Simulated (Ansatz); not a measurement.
AlSe (charge +1): a scan of the bond length, run with the Ansatz DFT code, driven from Python.

The script, `alse_scan.py`:
```python
import ansatz as az
import numpy as np

GEOMETRY = """
Al    0.00000    0.00000    0.00000
Se    0.00000    0.00000    2.41000
"""

molecule = az.Crystal.molecule()
for line in GEOMETRY.strip().splitlines():
    symbol, *xyz = line.split()
    molecule = molecule.atom(symbol, [float(v) for v in xyz])

symbols = [site.symbol for site in molecule.cartesian_sites]
start = np.array([site.position_ang for site in molecule.cartesian_sites])
axis = (start[1] - start[0]) / np.linalg.norm(start[1] - start[0])
moving = [1]
lengths, energies = [2.05, 2.22, 2.41, 2.65, 3.01, 3.62, 4.34, 5.3], []
for length in lengths:
    xyz = start.copy()
    xyz[moving] += (length - np.linalg.norm(start[1] - start[0])) * axis
    point = az.Crystal.molecule()
    for symbol, place in zip(symbols, xyz):
        point = point.atom(symbol, place.tolist())
    setup = point.calculation()
    setup = setup.basis(gaussian="def2-SVP")
    setup = setup.functional("b3lyp")
    setup = setup.charge(1).spin("collinear", total=2)
    rep = setup.run().report
    energies.append(rep["free_energy_ev"])
    print(f"r = {length:6.3f} A  E = {energies[-1]:.5f} eV  <S^2> = {abs(rep['mean_field']['state']['spin_squared']):.3f}")

print("energy above the lowest point (eV):", [round(e - min(energies), 3) for e in energies])
```

Its results, one of them left out:

| r (Å) | E less the lowest row shown (eV) |
| --- | --- |
| 2.050 | 0.6276 |
| 2.220 | ? |
| 2.410 | 0.0000 |
| 2.650 | 0.1830 |
| 3.010 | 0.1398 |
| 3.620 | 0.2944 |

What is the missing energy at 2.220 Å?

A cubic in 1/r through the 5 rows shown, E = -10.4859 +99.2055/r -298.0697/r² +289.8115/r³ (eV, Å), gives 0.2097 eV at 2.220 Å. The run gave 0.0783 eV, a miss of 131.5 meV.

Caveats:
- The basis set is modest, and single-reference methods fail as a bond breaks.
- The species is open-shell (spin multiplicity 3).
- b3lyp holds the VWN-RPA fit, as in Gaussian; the form of ORCA and Turbomole is b3lyp5.
- Spin-orbit coupling of the heavy open-shell atom is left out.
- The spin state was assumed, and another may lie lower.
- Timing: 37 s on 1 thread of Intel(R) Xeon(R) Platinum 8259CL CPU @ 2.50GHz (Skylake/Cascade Lake), with other jobs on the host, peak memory 0.22 GiB.
